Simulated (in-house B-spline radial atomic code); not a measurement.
# Dy⁵⁴⁺: two electrons outside a closed core

Question: what is the low spectrum of Dy⁵⁴⁺ as two electrons over the core [He] 2s2 2p6?

The numbers are computed with an in-house B-spline radial atomic code, version 1 (configuration interaction of two valence electrons in the frozen-core Dirac-Hartree-Fock potential, then with screened core-valence correlation, Breit and QED (CI+MBPT), no-pair Dirac, B-spline basis), except any that are marked as measured or tabulated.

**1. The atom as given**

| Quantity | Value |
| --- | --- |
| element | dysprosium (Z = 66) |
| charge | +54 |
| core | [He] 2s2 2p6 |
| nucleus | mass number 164, rms radius 5.222 fm |

**2. The run, and its levels**

Settings:

```ini
basis_form = 3
Z = 66
core_configuration = [He] 2s2 2p6
rms_radius = 5.2218
mass_number = 164
speed_of_light = 137.035999084
box_radius = 1.607
lmax = 6
intervals = 55
virtual_cutoff = 8712.0
```

The run is started by

```console
> python run_mb.py task.json out
```

The settings stand in task.json.

After this run come: Matrix elements and lines.

Q: Predict the outcome of this session. Wanted: ground level; ionisation energy; first excited level; strongest line from the ground level; largest CI block.

As calculated:

```
                               quantity                                                              value
                           ground level                                                            3s2 1S0
                      ionisation energy                                     5300.9 eV (plain CI 5307.4 eV)
                    first excited level                                             3s3p 3P°0 at 116.59 eV
   strongest line from the ground level                                    3s3p 1P°1, 3.407 nm, gf = 0.533
                       largest CI block                                                               2746
tabulated theoretical ionisation energy  5296.0 ± 5 eV (NIST Atomic Spectra Database, ionization energies)
```

What this shows: The ground level is 3s2 1S0; the corrections beyond plain CI change the ionisation energy by -6.6 eV, to 5300.9 eV. The lowest 12 levels have a mean term purity of 0.86, so spin-orbit coupling mixes the terms. The spin-changing line from 3s3p 3P°1 has a rate of 1.27e+10 1/s, against 1.02e+12 1/s for the strongest allowed line to the ground level; rates also scale with the cube of the energy, so the ratio isn't the spin rule alone. The tabulated theoretical ionisation energy is 5296.0 ± 5 eV, so the final value is off by +0.092 %, within the tabulated uncertainty.
